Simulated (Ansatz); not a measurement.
# W (fcc type): the cost of one run

Method: DFT LDA, with the methods named in each step, in Ansatz 0.2.0.

This is W in the fcc structure; at room conditions it is bcc.

1 further run of the same task is left out (set aside as unsound or not needed). Runs told in other sessions of the task aren't counted.

### 1 The structure to begin with

It takes space group Fm-3m (No. 225, cubic). The conventional cell has a = 3.973 Å, b = 3.973 Å, c = 3.973 Å, α = 90.00°, β = 90.00°, γ = 90.00°. W (site symmetry m-3m) is surrounded by 12 W at 2.81 Å.

Coordinates:

```cif
data_structure
_symmetry_space_group_name_H-M 'P 1'
_symmetry_Int_Tables_number 1
_cell_length_a 2.8090
_cell_length_b 2.8090
_cell_length_c 2.8090
_cell_angle_alpha 60.000
_cell_angle_beta 60.000
_cell_angle_gamma 60.000
_cell_volume 15.67
loop_
_atom_site_label
_atom_site_type_symbol
_atom_site_fract_x
_atom_site_fract_y
_atom_site_fract_z
_atom_site_occupancy
W1 W 0.00000 0.00000 0.00000 1
```

Whether this phase is the stable one at these pressures isn't tested.

### 2 The reference volume, LAPW

input.yaml

```yaml
crystal:
  lattice:
    - [0.0, 1.9862677501, 1.9862677501]
    - [1.9862677501, 0.0, 1.9862677501]
    - [1.9862677501, 1.9862677501, 0.0]
  atoms:
    - { symbol: W, position: [0.0, 0.0, 0.0] }
kpoints:
  mp_grid: { grid: [16, 16, 16] }
  band_path:
    path:
      - [0.0, 0.0, 0.0]
      - [0.5, 0.0, 0.5]
      - [0.625, 0.25, 0.625]
      - [0.375, 0.375, 0.75]
      - [0.0, 0.0, 0.0]
      - [0.5, 0.5, 0.5]
      - [0.5, 0.25, 0.75]
      - [0.5, 0.0, 0.5]
    npoints: 14
scf:
  occupations: { method: fermi_dirac, width: 0.08 }
hamiltonian:
  xc: lda
  pseudopotentials: { kind: all_electron, lapw: { basis_error: 0.001 } }
output:
  forces: true
  stress: true
  eigenvalues: true
  populations: true
  dos: { projected: true, de: 0.2, e_range: [-14, 8] }
```

Launch:

```bash
$ ansatz run input.yaml --threads 1 --pin off --max-ram 2048MiB --backend cpu --events-out ev --progress --plain --runs-dir out
```

**Question.** How long does this run take on 1 thread of Arm Neoverse V1, shared host, and how much memory does it need?

About 22 s, with a peak of 0.35 GiB.
